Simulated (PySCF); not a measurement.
**GeH2S (SMILES [SH][GeH]), step by step**

Aim: a saddle-point search (OLYP/pc-0), then the energy, then a single-point energy (MP2/6-311G*), then a single-point energy of GeH2S. 

Program for the calculation: PySCF 2.14.0.

2 further runs of the same task are left out: 2 for a faulty analytic Hessian.

### Step 1. Starting point

GeH2S: 4 atoms, total charge 0, spin state singlet. SMILES: `[SH][GeH]`. The run starts from this shape.

Bond lengths: S1–Ge2 2.225 Å, S1–H3 1.342 Å, Ge2–H4 1.595 Å. Angles: S1–Ge2–H4 93.7°, Ge2–S1–H3 100.2°.

### Step 2. A transition-state search at OLYP/pc-0 (run 1)

File job.py:

```python
# [SH][GeH]
from pyscf import gto, dft
from pyscf.geomopt.geometric_solver import kernel as optimise

mol = gto.M(
    atom=[
    ('S', (-0.443300, -1.201800, 0.271700)),
    ('Ge', (-0.841700, 0.737900, -0.743600)),
    ('H', (-1.462454, -1.227010, 1.144714)),
    ('H', (0.561200, 1.365900, -0.319400)),
],
    spin=0,
    verbose=3,
    max_memory=1860,
    basis='pc-0',
)

myscf = dft.RKS(mol)
myscf.xc = 'olyp'
converged, mol_eq = optimise(myscf, maxsteps=60, transition=True, hessian=True)
print('converged:', converged)
print(mol_eq.tostring())

myscf.reset(mol_eq)
mol = mol_eq
myscf.kernel()
etot = myscf.e_tot
print('E(%s) = %.9f' % ('OLYP', etot))
```

Launch:

```console
$ OMP_NUM_THREADS=1 python job.py
```

Standard output:

```text
converged SCF energy = -2475.19312803325

[... 26 lines left out ...]
> Will converge when all 5 criteria are reached:
[... 36 lines left out ...]
Free energy contributions calculated at @ 300.00 K:
[... 40 lines left out ...]
converged SCF energy = -2475.19547859534
[... 99 lines left out ...]
converged SCF energy = -2475.20004674428
[... 101 lines left out ...]
converged SCF energy = -2475.19944914804
[... 91 lines left out ...]
Converged! =D
[... 1 line left out ...]
converged: True
S          -0.57878591       -1.30349543        0.19047353
Ge         -0.92925987        0.91851719       -0.77850822
H          -1.34225343       -1.09561660        1.33297948
H           0.44690736        1.61378443       -0.03178990
converged SCF energy = -2475.19945820127
E(OLYP) = -2475.199458201
```

It took 41 s on 1 thread of AMD EPYC 7R13 (Zen 3), shared host; peak memory 0.54 GiB.

The path in brief:

```csv
step,energy from the first frame kept (eV),largest force (eV/Å)
0,0.0000,3.3364
1,-0.0288,3.1091
2,-0.0640,2.8065
3,-0.1052,2.3998
4,-0.1474,1.8719
5,-0.1772,1.3088
6,-0.1899,0.8030
7,-0.1883,0.3809
8,-0.1786,0.1364
9,-0.1719,0.1084
10,-0.1721,0.0543
11,-0.1720,0.0722
12,-0.1720,0.0910
13,-0.1721,0.0681
14,-0.1722,0.0312
15,-0.1723,0.0014
16,-0.1723,0.0003
```

After the run. Bond lengths: S1–Ge2 2.449 Å, S1–H3 1.390 Å, Ge2–H4 1.713 Å. Angles: S1–Ge2–H4 94.6°, Ge2–S1–H3 96.4°.

### Step 3. A single-point energy at OLYP/pc-0 (run 4)

File job.py:

```python
# [SH][GeH]
from pyscf import gto, dft

molecule = gto.M(
    atom=[
    ('S', (-0.443300, -1.201800, 0.271700)),
    ('Ge', (-0.841700, 0.737900, -0.743600)),
    ('H', (0.779200, -0.962100, 0.771200)),
    ('H', (0.561200, 1.365900, -0.319400)),
],
    basis='pc-0',
    verbose=3,
    max_memory=1860,
)

mf = dft.RKS(molecule)
mf.xc = 'olyp'
mf.kernel()

e_final = mf.e_tot
print(f'total energy: {e_final:.8f} hartree')
```

Launch:

```console
$ OMP_NUM_THREADS=1 python job.py
```

Standard output:

```text
converged SCF energy = -2475.21153899115
total energy: -2475.21153899 hartree
```

Run time: 2 s. Hardware: 1 thread of AMD EPYC 7R13 (Zen 3), shared host; peak memory 0.22 GiB.

### Step 4. The energy at MP2/6-311G(d) (density fitting with def2-universal-jkfit, Cartesian functions) (run 5)

File run.py:

```python
from pyscf import gto, scf, mp

mol = gto.M(
    atom=[
    ('S', (-0.578786, -1.303495, 0.190474)),
    ('Ge', (-0.929260, 0.918517, -0.778508)),
    ('H', (-1.342253, -1.095617, 1.332979)),
    ('H', (0.446907, 1.613784, -0.031790)),
],
    basis='6-311g*',
    max_memory=1860,
    verbose=3,
    cart=True,
    charge=0,
)

mf = scf.RHF(mol)
mf = mf.density_fit(auxbasis='def2-universal-jkfit')
mf.kernel()

pt = mp.MP2(mf, frozen=14).run()
energy = pt.e_tot
print('E = %.10f Eh' % energy)
dip = mf.dip_moment()
pop, q = mf.mulliken_pop()
```

Launch:

```console
$ OMP_NUM_THREADS=1 python run.py
```

Standard output:

```text
converged SCF energy = -2473.99078026183
[... 3 lines left out ...]
Dipole moment(X, Y, Z, Debye): -1.07703,  2.47340, -0.37642
[... 85 lines left out ...]
charge of    3H =     -0.09563
```

Run time: 1 s. Hardware: 1 thread of AMD EPYC 7R13 (Zen 3), shared host; peak memory 0.15 GiB.

### Step 5. The energy at MP2/6-311G(d) (density fitting with def2-universal-jkfit, Cartesian functions) (run 6)

File job.py:

```python
from pyscf import gto, scf, mp

system = gto.M(
    atom=[
    ('S', (-0.443300, -1.201800, 0.271700)),
    ('Ge', (-0.841700, 0.737900, -0.743600)),
    ('H', (0.779200, -0.962100, 0.771200)),
    ('H', (0.561200, 1.365900, -0.319400)),
],
    basis='6-311g*',
    verbose=3,
    charge=0,
    cart=True,
    max_memory=1860,
)

hf = scf.RHF(system)
hf = hf.density_fit(auxbasis='def2-universal-jkfit')
hf.kernel()

pt = mp.MP2(hf, frozen=14).run()
energy = pt.e_tot
print('E(%s) = %.9f' % ('MP2', energy))
hf.analyze()
```

Launch:

```console
$ OMP_NUM_THREADS=1 python job.py
```

Standard output:

```text
converged SCF energy = -2474.01870241341
[... 13 lines left out ...]
MO #10  energy= -6.64586413660066  occ= 2
[... 13 lines left out ...]
MO #24  energy= -0.390970167792954 occ= 2
[... 13 lines left out ...]
MO #38  energy= 0.502882544653648  occ= 0
[... 13 lines left out ...]
MO #52  energy= 1.23736450326328   occ= 0
[... 13 lines left out ...]
MO #66  energy= 4.92369145084966   occ= 0
[... 13 lines left out ...]
MO #80  energy= 888.693840917541   occ= 0
[... 1 line left out ...]
WARN: Weak orthogonality for localized orbitals 1.1383458449452277e-09

 ** Mulliken atomic charges  **
charge of    0S =     -0.21976
charge of    1Ge =      0.23145
charge of    2H =      0.08167
charge of    3H =     -0.09335
Dipole moment(X, Y, Z, Debye):  0.88734,  1.23706, -0.08659
```

It took 1.1 s on 1 thread of AMD EPYC 7R13 (Zen 3), shared host; peak memory 0.15 GiB.

### Step 6. What came out

```
                                                        quantity           value
                       run 1, OLYP/pc-0: total energy at the end  -2475.19946 Eh
                                 run 1, OLYP/pc-0: dipole moment          2.94 D
                                   run 1, OLYP/pc-0: HOMO energy        -4.80 eV
                                   run 1, OLYP/pc-0: LUMO energy        -3.52 eV
                                 run 1, OLYP/pc-0: HOMO–LUMO gap         1.28 eV
                                  run 4, OLYP/pc-0: total energy  -2475.21154 Eh
                                 run 4, OLYP/pc-0: dipole moment          1.59 D
                                   run 4, OLYP/pc-0: HOMO energy        -5.66 eV
                                   run 4, OLYP/pc-0: LUMO energy        -2.68 eV
                                 run 4, OLYP/pc-0: HOMO–LUMO gap         2.98 eV
                                run 5, MP2/6-311G*: total energy  -2474.33790 Eh
        run 5, MP2/6-311G*: dipole moment (Hartree–Fock density)          2.72 D
         run 5, MP2/6-311G*: HOMO energy (Hartree–Fock orbitals)        -9.02 eV
         run 5, MP2/6-311G*: LUMO energy (Hartree–Fock orbitals)        -0.50 eV
       run 5, MP2/6-311G*: HOMO–LUMO gap (Hartree–Fock orbitals)         8.52 eV
run 5, MP2/6-311G*: correlation energy (14 core orbitals frozen)      -347.1 mEh
                                run 6, MP2/6-311G*: total energy  -2474.37100 Eh
        run 6, MP2/6-311G*: dipole moment (Hartree–Fock density)          1.52 D
         run 6, MP2/6-311G*: HOMO energy (Hartree–Fock orbitals)        -9.54 eV
         run 6, MP2/6-311G*: LUMO energy (Hartree–Fock orbitals)         0.27 eV
       run 6, MP2/6-311G*: HOMO–LUMO gap (Hartree–Fock orbitals)         9.81 eV
run 6, MP2/6-311G*: correlation energy (14 core orbitals frozen)      -352.3 mEh
```

In words: Mulliken charges (run 1, OLYP/pc-0) run from -0.38 on S1 to +0.36 on Ge2. Mulliken charges (run 5, MP2/6-311G*) of the mean-field density run from -0.41 on S1 to +0.38 on Ge2.
